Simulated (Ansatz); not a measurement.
Debugging vertical energies of changing the electron count of AlFGeH4O, SMILES [F][GeH2][O][AlH2] (Ansatz 0.2.0, Python API).

Script `alfgeh4o.py`:
```python
import ansatz as az


def energy(molecule, charge=0, unpaired=0):
    calc = (
        molecule.calculation()
        .basis(gaussian="def2-SVPD")
        .correlation("MP2")
    )
    if charge:
        calc = calc.charge(charge)
    if unpaired:
        calc = calc.spin("collinear", total=unpaired)
    report = calc.report
    if report["published_state_doubts"]:
        print("  doubts:", report["published_state_doubts"])
    return report["free_energy_ev"]


def main() -> None:
    mol = (
        az.Crystal.molecule()
        .atom("F", (-1.9024, 0.7882, -0.4099))
        .atom("Ge", (-0.3888, 1.152, 0.3068))
        .atom("O", (0.1684, -0.3022, 1.1525))
        .atom("Al", (0.6341, -1.5217, -0.1549))
        .atom("H", (0.6296, 1.5846, -0.8014))
        .atom("H", (-0.5348, 2.3291, 1.325))
        .atom("H", (-0.5609, -2.522, -0.6458))
        .atom("H", (2.047, -1.5651, -0.828))
    )

    parent = energy(mol, 0, 0)
    cation = energy(mol, 1, 1)
    print(f"E(N)   = {parent:.5f} eV")
    print(f"E(N-1) = {cation:.5f} eV  (1 unpaired)")
    print(f"vertical ionisation energy {cation - parent:.3f} eV")
    anion = energy(mol, -1, 1)
    print(f"E(N+1) = {anion:.5f} eV  (1 unpaired)")
    print(f"vertical electron affinity {parent - anion:.3f} eV" + ("" if anion < parent else " (unbound in this basis)"))
    print(f"fundamental gap IP - EA = {cation + anion - 2 * parent:.3f} eV")


if __name__ == "__main__":
    main()
```

`python alfgeh4o.py` gives:
```text
Traceback (most recent call last):
  File "alfgeh4o.py", line 45, in <module>
    main()
    ~~~~^^
  File "alfgeh4o.py", line 33, in main
    parent = energy(mol, 0, 0)
  File "alfgeh4o.py", line 14, in energy
    report = calc.report
             ^^^^^^^^^^^
AttributeError: 'Calculation' object has no attribute 'report'
```

What is wrong, and how is it mended?

The fault: the calculation is never run. Mended:

```diff
--- before
+++ after
@@ -13,3 +13,3 @@
         calc = calc.spin("collinear", total=unpaired)
-    report = calc.report
+    report = calc.run().report
     if report["published_state_doubts"]:
```

After the fix:

```console
$ python alfgeh4o.py
E(N)   = -67871.45272 eV
E(N-1) = -67859.79620 eV  (1 unpaired)
vertical ionisation energy 11.657 eV
E(N+1) = -67871.27475 eV  (1 unpaired)
vertical electron affinity -0.178 eV (unbound in this basis)
fundamental gap IP - EA = 11.834 eV
```

Caveats:
- Total energies depend on the basis set; only differences at equal settings carry meaning.
- The geometry is a force-field or estimated start, not a minimum of this method, and the basis set is short of its limit. All parts are taken at fixed geometry, without zero-point energy. At an unrelaxed start these energies can be a whole eV from those at the minimum, and a small affinity can change sign.
- A negative electron affinity means that the anion is unbound here; its size hangs on the basis and tends to about zero as the basis grows, and so does its part in any gap built on it.
- The whole script took 57 s on 1 thread of Arm Neoverse V2, with other jobs on the host, peak memory 0.58 GiB.
